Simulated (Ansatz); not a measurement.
# ClF2HOTi: basis-set convergence

How large a basis does ClF2HOTi need? Two functionals are run in growing sets.

Method: one geometry, several basis sets; program: Ansatz 0.2.0, Gaussian basis.

The runs, in order: PBE0-D4/def2-SVP; ωB97M-V/def2-SVP; PBE0-D4/def2-QZVPP; ωB97M-V/def2-QZVPP; the functionals' def2-TZVPP values are taken from earlier runs.

## Step 1: The relaxed structure

The geometry comes from an earlier relaxation with PBE0-D4 in a triple-zeta def2 set; it is a stationary point.

SMILES `[OH][Ti]([F])([F])[Cl]`, 6 atoms, charge 0, spin multiplicity 1.

Atoms are counted from 1 here; the program's logs count them from 0.

Bond lengths: O1–Ti2 1.758 Å, O1–H6 0.958 Å, Ti2–F3 1.745 Å, Ti2–F4 1.745 Å, Ti2–Cl5 2.191 Å. Angles: Ti2–O1–H6 140.8°, O1–Ti2–F3 108.8°, O1–Ti2–F4 109.4°, O1–Ti2–Cl5 109.6°, F3–Ti2–F4 110.2°, F3–Ti2–Cl5 110.4°, F4–Ti2–Cl5 108.4°.

As a file:

```
atom    x (Å)    y (Å)    z (Å)
  O1  -0.4923   0.1805   1.2520
 Ti2  -0.0168  -0.0223  -0.4280
  F3  -1.2499   0.6703  -1.4504
  F4   0.1709  -1.7222  -0.7767
 Cl5   1.9067   0.9690  -0.7722
  H6  -0.2764  -0.1392   2.1293
```

## Step 2: PBE0-D4 in def2-SVP

in.yaml

```yaml
crystal:
  periodic: [false, false, false]
  atoms:
    - {symbol: O, position_ang: [-0.492285, 0.180497, 1.252007]}
    - {symbol: Ti, position_ang: [-0.016810, -0.022275, -0.428035]}
    - {symbol: F, position_ang: [-1.249939, 0.670302, -1.450435]}
    - {symbol: F, position_ang: [0.170861, -1.722182, -0.776717]}
    - {symbol: Cl, position_ang: [1.906656, 0.969004, -0.772189]}
    - {symbol: H, position_ang: [-0.276382, -0.139246, 2.129268]}
basis:
  gaussian: {orbitals: def2-SVP}
hamiltonian: {xc: pbe0, dispersion: d4}
output: {orbitals: {seedname: orbitals}}
```

The run is started by

```sh
> ansatz run in.yaml --threads 4 --pin off --events-out ev --progress --plain --max-ram 10444MiB
```

The runs that follow: ωB97M-V in def2-SVP; PBE0-D4 in def2-QZVPP; ωB97M-V in def2-QZVPP.

**Question.** What will the summary of the whole plan be? Wanted: PBE0-D4: double and triple zeta above quadruple; ωB97M-V: double and triple zeta above quadruple.

**Answer**, as computed:

| quantity | value |
| --- | --- |
| PBE0-D4: double and triple zeta above quadruple | 18.07, 1.21 eV |
| ωB97M-V: double and triple zeta above quadruple | 18.13, 1.14 eV |

In words: For PBE0-D4 the step from double to triple zeta gains 16.86 eV and the next only 1.21 eV. These are total energies; as a rule much of such shifts cancels in differences, which this series doesn't test.
